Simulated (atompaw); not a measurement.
# Pseudopotential generation for Se: PAW (atompaw), PBEsol

Do these settings give a usable potential? It is generated, then checked for scattering, ghosts and hardness.

Method: atompaw 4.2.0.5, PBEsol, scalar-relativistic.

### 1 Starting point

The settings as typed:

```json
{"element": "selenium (Se, Z = 34)", "type": "PAW", "frozen core": "[Ar] 3d10", "valence charge": "6", "reference configuration": "4s2 4p4", "partial waves": "4s (bound): rc 1.60 bohr; 4s channel at 0.85 Ry: rc 1.60 bohr; 4p (bound): rc 1.60 bohr; 4p channel at 1.9 Ry: rc 1.42 bohr; 4d channel at 0.05 Ry: rc 1.60 bohr", "local potential": "bessel scheme, radius 1.16 bohr", "core correction": "smooth core density matched at 1.34 bohr", "augmentation charge": "sinc compensation charge, radius 1.34 bohr; PAW radius 1.60 bohr; waves and projectors: custom polynom2 7 10 vanderbiltortho"}
```

The nodes and maxima of the atom's own shells, from an earlier all-electron run, set the scale for the radii.

All-electron outer shells of the reference configuration (PBEsol, scalar-relativistic, ld1.x):

| shell | level (eV) | outermost node (bohr) | outermost maximum (bohr) |
| --- | --- | --- | --- |
| 3p | -152.76 | 0.21 | 0.50 |
| 3d | -53.12 | – | 0.45 |
| 4s | -17.29 | 0.70 | 1.51 |
| 4p | -6.51 | 0.74 | 1.80 |

### 2 The generation run

Input file Se.input:

```
Se 34
GGA-PBESOL scalarrelativistic loggrid 1500 logderivrange -3 5 201
4 4 3 0 0 0
4 1 4
0 0 0
c
c
c
v
c
c
v
c
2
1.60 1.34 1.16 1.34
y
0.85
n
y
1.9
n
y
0.05
n
custom polynom2 7 10 vanderbiltortho sinc
bessel
1.60
1.60
1.60
1.42
1.60
PWSCFOUT
UPFDX 0.0125d0 UPFXMIN -7.d0 UPFZMESH 34.d0
END
```

The run is started by

```sh
$ atompaw < Se.input > Se.log
```

What does the calculation give? Wanted: cutoffs for 10 and 1 mRy, occupied levels; bound ghosts; largest phase difference near zero energy, channels read; lowest eigenvalue of the overlap; share of valence orbitals outside the PAW sphere; UPF file.

The runs gave:

```
                                                quantity             value
               cutoffs for 10 and 1 mRy, occupied levels   12 Ry and 21 Ry
                                            bound ghosts   s at -165.12 eV
largest phase difference near zero energy, channels read         0.011 rad
         lowest eigenvalue of the overlap (Bessel basis)         0.026 (s)
        share of valence orbitals outside the PAW sphere  4s 57 %, 4p 76 %
                                                UPF file           written
```

What this shows: A bound ghost (s) makes it unfit for use: electrons can fall into a state that the atom doesn't have. By its cutoff, 12 Ry for the looser tolerance, it is soft on the atom. The slowest occupied level is 4s: taken alone it needs 18 Ry to come within 1 mRy, against 10 Ry for 4p. Near zero energy the phases of the channels with partial waves agree within 0.011 rad. All of this concerns the isolated atom, not yet a solid.
